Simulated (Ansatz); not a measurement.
# SiNi: the cost of one run

Computed with the Python package of Ansatz 0.2.0. Level of theory: DFT PBEsol, plane waves, PAW.

## 1. Starting point

The structure is orthorhombic, space group Pnma (No. 62). The conventional cell has a = 5.173 Å, b = 3.338 Å, c = 5.605 Å, α = 90.00°, β = 90.00°, γ = 90.00°. Around Si (site symmetry m) lie 6 Ni at 2.28 to 2.40 Å. Ni (site symmetry m) has 6 Si at 2.28 to 2.40 Å as nearest neighbours.

sini.xyz, read by the script:

```xyz
8
Lattice="5.1731 0.0 0.0 0.0 3.3381 0.0 0.0 0.0 5.6049" Properties=species:S:1:pos:R:3:initial_magmoms:R:1 pbc="T T T"
Si    1.66201357    2.50357500    0.46240425  0.00
Si    0.92453643    0.83452500    3.26485425  0.00
Si    4.24856357    2.50357500    2.34004575  0.00
Si    3.51108643    0.83452500    5.14249575  0.00
Ni    0.04029845    0.83452500    1.05103085  1.50
Ni    2.54625155    2.50357500    3.85348085 -1.50
Ni    2.62684845    0.83452500    1.75141915  1.50
Ni    5.13280155    2.50357500    4.55386915 -1.50
```

## 2. The script

sini_pdos.py reads:

```python
# -*- coding: utf-8 -*-
'''Which atoms and shells make the states of SiNi.'''

import ansatz as az
import numpy as np


def main():
    cell = az.Crystal.from_extxyz('sini.xyz')

    setup = (
        cell.calculation()
        .scf(tolerance=1e-06, max_iterations=150, algorithm='density_mixing')
        .occupations('gaussian', width=0.3)
        .basis(420)
        .kpoints(3, 5, 3, center='monkhorst-pack')
        .mixing('broyden', ndim=12, beta=0.4)
        .functional('pbesol')
        .spin('collinear')
        .scf(extra_bands=22)
        .density_of_states(projected=True, energy_step=0.1)
    )
    out = setup.run()
    report = out.report

    dos = out.density_of_states()
    energy = np.asarray(dos.energies_ev) - dos.fermi_ev
    curves = {}
    for site in out.projected_density_of_states().sites:
        for shell in site.shells:
            weight = sum(np.sum(curve.g_bin_mean_per_ev, axis=0) for curve in shell.curves)
            name = f'{site.species} {shell.label}'
            curves[name] = curves.get(name, 0) + weight

    step = energy[1] - energy[0]
    windows = [(-10, -5), (-5, 0), (0, 6)]
    print('states by shell in windows of E - E_F (eV):', windows)
    for name, g in curves.items():
        print(f'{name:8s}', ' '.join(f'{step * g[(energy >= a) & (energy < b)].sum():8.3f}' for a, b in windows))
    filled = (energy < 0) & (energy > -10)
    for name, g in curves.items():
        if g[filled].sum() * step > 0.5:
            print(f'centre of {name}: {np.average(energy[filled], weights=g[filled]):.2f} eV')


if __name__ == '__main__':
    main()
```

## 3. The calls as engine input

The package turns the script's settings into the engine's input:

```yaml
crystal:
  lattice:
    - [5.1731, 0.0, 0.0]
    - [0.0, 3.3381, 0.0]
    - [0.0, 0.0, 5.6049]
  atoms:
    - { symbol: Si, position: [0.3212800003866154, 0.7500000000000001, 0.0825], spin: 0.0 }
    - { symbol: Si, position: [0.1787199996133846, 0.25, 0.5825], spin: 0.0 }
    - { symbol: Si, position: [0.8212800003866154, 0.7500000000000001, 0.4175], spin: 0.0 }
    - { symbol: Si, position: [0.6787199996133847, 0.25, 0.9175000000000001], spin: 0.0 }
    - { symbol: Ni, position: [0.007790000193307688, 0.25, 0.18752000035683064], spin: 1.5 }
    - { symbol: Ni, position: [0.49220999980669233, 0.7500000000000001, 0.6875200003568307], spin: -1.5 }
    - { symbol: Ni, position: [0.5077900001933077, 0.25, 0.3124799996431694], spin: 1.5 }
    - { symbol: Ni, position: [0.9922099998066923, 0.7500000000000001, 0.8124799996431693], spin: -1.5 }
basis:
  ecutwfc: 420.0
kpoints:
  mp_grid:
    grid: [3, 5, 3]
    shift: [0.0, 0.0, 0.0]
hamiltonian:
  xc: pbesol
magnetization:
  spin_polarized: true
scf:
  max_iter: 150
  algorithm: density_mixing
  n_extra_bands: 22
  convergence:
    dr2_threshold: 1.0e-06
  mixing:
    algorithm: broyden
    beta: 0.4
    ndim: 12
  occupations:
    method: gaussian
    width: 0.3
output:
  dos:
    de: 0.1
    projected: true
```

## 4. Launch

The run is started by

```sh
> python sini_pdos.py
```

What time and memory should one allow on 1 thread of Arm Neoverse N1, shared host?

About 2.3 min, with a peak of 0.51 GiB.
